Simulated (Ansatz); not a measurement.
# BF₂H₃OSi: one species, many methods

The task here is to estimate one member of a computed series from the others.

Computed with Ansatz 0.2.0, Gaussian basis. Level: functionals in def2-TZVPP, the program's frozen cores in correlated methods.

Levels to be run: LDA (SPW92), PBE-D4, revPBE-D4, BLYP-D4, r2SCAN-D4, B97M-V, PBE0-D4, B3LYP-D4, r2SCANh-D4, r2SCAN0-D4, HSE06-D4, BHLYP-D4, CAM-B3LYP-D4, LC-ωPBE, ωB97X-V, ωB97M-V, B2PLYP, PBE-QIDH; CCSD(T)/def2-SVP; CCSD(T)/def2-TZVPP; MP2/def2-QZVPP; extrapolation to the limit; RPA on PBE.

## The geometry

An earlier PBE0-D4 in a triple-zeta def2 set relaxation fixed the geometry.

SMILES `O[SiH2]B(F)F`, 8 atoms, charge 0, spin multiplicity 1.

Atoms are counted from 1 here; the program's logs count them from 0.

Bond lengths: O1–Si2 1.649 Å, O1–H6 0.958 Å, Si2–B3 2.038 Å, Si2–H7 1.483 Å, Si2–H8 1.492 Å, B3–F4 1.320 Å, B3–F5 1.323 Å. Angles: Si2–O1–H6 118.0°, O1–Si2–B3 111.7°, O1–Si2–H7 106.5°, O1–Si2–H8 112.2°, B3–Si2–H7 110.4°, B3–Si2–H8 107.7°, H7–Si2–H8 108.4°, Si2–B3–F4 122.2°, Si2–B3–F5 121.6°, F4–B3–F5 116.2°.

As a file:

```xyz
8

O    -0.62625    0.56462    1.59984
Si   -0.09725   -0.56193    0.51871
B     0.57612    0.30253   -1.20006
F     1.23296   -0.37904   -2.11961
F     0.35781    1.57980   -1.46575
H    -1.18111    1.27469    1.27490
H     0.99722   -1.30497    1.18800
H    -1.16730   -1.53289    0.14815
```

The first run:

in.yaml reads:

```yaml
crystal:
  periodic: [false, false, false]
  atoms:
    - {symbol: O, position_ang: [-0.626248, 0.564620, 1.599838]}
    - {symbol: Si, position_ang: [-0.097250, -0.561934, 0.518710]}
    - {symbol: B, position_ang: [0.576115, 0.302527, -1.200056]}
    - {symbol: F, position_ang: [1.232958, -0.379043, -2.119606]}
    - {symbol: F, position_ang: [0.357813, 1.579805, -1.465746]}
    - {symbol: H, position_ang: [-1.181111, 1.274685, 1.274904]}
    - {symbol: H, position_ang: [0.997220, -1.304974, 1.188004]}
    - {symbol: H, position_ang: [-1.167296, -1.532885, 0.148152]}
basis:
  gaussian: {orbitals: def2-TZVPP}
hamiltonian: {xc: lda}
output: {orbitals: {seedname: orbitals}}
```

The run is started by

```bash
$ ansatz run in.yaml --threads 2 --pin off --events-out ev --progress --plain --max-ram 4352MiB
```

Steps of the session up to this table: LDA; PBE-D4 (GGA); revPBE-D4 (GGA); BLYP-D4 (GGA); r2SCAN-D4 (meta-GGA); B97M-V (meta-GGA); B3LYP-D4 (hybrid); r2SCANh-D4 (hybrid); r2SCAN0-D4 (hybrid); HSE06-D4 (hybrid); BHLYP-D4 (hybrid); CAM-B3LYP-D4 (range-separated); LC-ωPBE (range-separated); ωB97X-V (range-separated); ωB97M-V (range-separated); B2PLYP (double hybrid); PBE-QIDH (double hybrid).

One of the session's tables, all rows but one given; the rest of the session is left out.

It belongs to the step «Frontier levels by functional». 

| functional | HOMO (eV) | gap (eV) |
| --- | --- | --- |
| LDA (SPW92) | -7.19 | 4.87 |
| PBE-D4 | -7.07 | 5.02 |
| revPBE-D4 | -7.01 | 5.08 |
| BLYP-D4 | -6.99 | 5.09 |
| r2SCAN-D4 | ? | ? |
| B97M-V | -7.49 | 5.58 |
| PBE0-D4 | -8.53 | 7.44 |
| B3LYP-D4 | -8.33 | 7.01 |
| r2SCANh-D4 | -7.95 | 6.51 |
| r2SCAN0-D4 | -8.76 | 7.82 |
| HSE06-D4 | -8.13 | 6.65 |
| BHLYP-D4 | -9.95 | 9.86 |
| CAM-B3LYP-D4 | -9.97 | 10.01 |
| LC-ωPBE | -11.28 | 12.54 |
| ωB97X-V | -10.94 | 12.10 |
| ωB97M-V | -10.76 | 11.70 |

**Question.** Estimate the row for r2SCAN-D4.

Worked estimate for «HOMO (eV)». Against the share of exact exchange, r2SCANh-D4 (0.1, -7.95), r2SCAN0-D4 (0.25, -8.76) give a slope of -5.40 per unit share; at 0 the line stands at -7.41.

**Answer.** HOMO (eV): -7.40; gap (eV): 5.63. In «HOMO (eV)» the line misses by -0.01.
